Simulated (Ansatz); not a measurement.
# CH₂Ga (quartet): PBE, r2SCAN, PBE0, B3LYP, wB97M-V over vertical spin and charge gaps, cc-pVDZ

How well do these functionals follow the top wave-function level for CH₂Ga (quartet) over vertical spin and charge gaps?

Program: Ansatz 0.2.0, Gaussian basis. Level of theory: cc-pVDZ, all electrons in the functionals. These are calculated values, not measurements.

The runs, in order: PBE, r2SCAN, PBE0, B3LYP, wB97M-V, at charge 0, quartet; charge 0, doublet; charge 0, sextet; charge 1, triplet; charge 1, quintet.

12 further runs of the same task are left out: 7 for a known fault of the program, 5 set aside as unsound or not needed.

## Step 1: The geometry

The geometry is a PBE0/def2-TZVP stationary point (not a proven minimum). No spin-orbit coupling is included. The filled d shell of Ga may be among the frozen orbitals whatever the setting's name suggests; the logs give the count.

4 atoms, charge 0, spin multiplicity 4.

Atoms are counted from 1 here; the program's logs count them from 0.

Bond lengths: C1–Ga2 1.979 Å, C1–H3 1.085 Å, C1–H4 1.085 Å. Angles: Ga2–C1–H3 120.7°, Ga2–C1–H4 120.7°, H3–C1–H4 118.7°.

Coordinates:

```xyz
4
CH2Ga
C     0.00000    0.00000    1.63430
Ga    0.00000    0.00000   -0.34478
H     0.00000    0.93339    2.18758
H     0.00000   -0.93339    2.18758
```

No dispersion term is added; wB97M-V holds VV10 nonlocal correlation. B3LYP takes the VWN-RPA correlation.

The geometry shown and the zero of energy belong to the point charge 0, quartet. The yardstick, RCCSDTQ, and other wave-function levels (R restricted, U unrestricted, valence and pair active spaces) come from earlier runs.

## Step 2: PBE, charge 0, quartet

Input file in.yaml:

```yaml
crystal:
  periodic: [false, false, false]
  atoms:
    - {symbol: C, position_ang: [0.000000, 0.000000, 1.634303]}
    - {symbol: Ga, position_ang: [0.000000, 0.000000, -0.344779]}
    - {symbol: H, position_ang: [0.000000, 0.933392, 2.187576]}
    - {symbol: H, position_ang: [0.000000, -0.933392, 2.187576]}
basis:
  gaussian: {orbitals: cc-pVDZ}
magnetization: {spin_polarized: true, initial_magnetization: 3}
hamiltonian: {xc: {name: PBE}}
output: {orbitals: {seedname: orbitals}}
```

Started as:

```bash
ansatz run in.yaml --threads 1 --pin off --events-out ev --progress --plain --max-ram 4096MiB --backend cpu
```

The runs that follow: PBE, charge 0, doublet; PBE, charge 0, sextet; PBE, charge 1, triplet; PBE, charge 1, quintet; r2SCAN, charge 0, quartet; r2SCAN, charge 0, doublet; r2SCAN, charge 0, sextet; r2SCAN, charge 1, triplet; r2SCAN, charge 1, quintet; PBE0, charge 0, quartet; PBE0, charge 0, doublet; PBE0, charge 0, sextet; PBE0, charge 1, triplet; PBE0, charge 1, quintet; B3LYP, charge 0, quartet; B3LYP, charge 0, doublet; B3LYP, charge 0, sextet; B3LYP, charge 1, triplet; B3LYP, charge 1, quintet; wB97M-V, charge 0, quartet; wB97M-V, charge 0, doublet; wB97M-V, charge 0, sextet; wB97M-V, charge 1, triplet; wB97M-V, charge 1, quintet.

Before running them: what should the planned runs give, taken together? Wanted: quartet to doublet, RCCSDTQ; quartet to sextet, RCCSDTQ; ionisation to the triplet cation, RCCSDTQ; ionisation to the quintet cation, RCCSDTQ; largest miss, PBE; largest miss, r2SCAN; largest miss, PBE0; largest miss, B3LYP; largest miss, wB97M-V.

**Answer**, as computed:

```
                                 quantity                                              value
              quartet to doublet, RCCSDTQ                                     -48.4 kcal/mol
               quartet to sextet, RCCSDTQ                                     146.1 kcal/mol
ionisation to the triplet cation, RCCSDTQ                                     131.6 kcal/mol
ionisation to the quintet cation, RCCSDTQ                                     279.1 kcal/mol
                        largest miss, PBE  +15.2 kcal/mol (ionisation to the quintet cation)
                     largest miss, r2SCAN  +10.1 kcal/mol (ionisation to the quintet cation)
                       largest miss, PBE0  +10.8 kcal/mol (ionisation to the quintet cation)
                      largest miss, B3LYP                 +17.2 kcal/mol (quartet to sextet)
                    largest miss, wB97M-V                 +12.4 kcal/mol (quartet to sextet)
                   largest miss, RCCSD(T)                  -0.3 kcal/mol (quartet to sextet)
                   largest miss, UCCSD(T)                  -0.9 kcal/mol (quartet to sextet)
```

**Reading.** Of the functionals, r2SCAN keep the smallest largest miss at the points compared (at most 10.1 kcal/mol) and B3LYP strays most (17.2 kcal/mol, at quartet to sextet). Functionals and the yardstick converge differently with the basis, so part of each miss in cc-pVDZ is the basis.
